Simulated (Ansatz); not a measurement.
# YbAl3: the cost of one run

Program: Ansatz 0.2.0. Level of theory: DFT PBEsol, scalar-relativistic, plane waves, PAW. These are calculated values, not measurements.

## (1) The starting structure

Symmetry: Pm-3m, No. 221, cubic system. Conventional cell: a = 4.178 Å, b = 4.178 Å, c = 4.178 Å, α = 90.00°, β = 90.00°, γ = 90.00°. Yb (site symmetry m-3m) has 12 Al at 2.95 Å as nearest neighbours. Around Al (site symmetry 4/mmm) lie 4 Yb at 2.95 Å and 8 Al at 2.95 Å.

Structure file:

```
Yb Al
1.0
     4.17810    0.00000    0.00000
     0.00000    4.17810    0.00000
     0.00000    0.00000    4.17810
Yb Al
1 3
Direct
  0.00000 0.00000 0.00000
  0.00000 0.50000 0.50000
  0.50000 0.50000 0.00000
  0.50000 0.00000 0.50000
```

An earlier run at PBEsol left this cell at 18.234 Å³/atom and 0.01 GPa (10×10×10 mesh).

## (2) Field gradients and densities at the nuclei

input.yaml

```yaml
crystal:
  lattice:
    - [4.1780958125, 0.0, 0.0]
    - [0.0, 4.1780958125, 0.0]
    - [0.0, 0.0, 4.1780958125]
  atoms:
    - { symbol: Yb, position: [0.0, 0.0, 0.0] }
    - { symbol: Al, position: [0.0, 0.5, 0.5] }
    - { symbol: Al, position: [0.5, 0.5, 0.0] }
    - { symbol: Al, position: [0.5, 0.0, 0.5] }
basis:
  ecutwfc: 420
  ecutrho_ratio: 4
kpoints:
  mp_grid: { grid: [10, 10, 10] }
hamiltonian:
  xc: pbesol
scf:
  occupations: { method: gaussian, width: 0.05 }
output:
  forces: true
  stress: true
  eigenvalues: true
  efg:
    contact_densities: true
    quadrupole_moments_barn: { Yb: 2.8, Al: 0.1466 }
```

The run is started by

```sh
$ ansatz run input.yaml --threads 2 --pin off --max-ram 5120MiB --backend cpu --events-out ev --progress --plain --runs-dir out
```

**Question.** How long does this run take on 2 threads of Arm Neoverse V1, shared host, and how much memory does it need?

About 4.7 s, with a peak of 0.42 GiB.
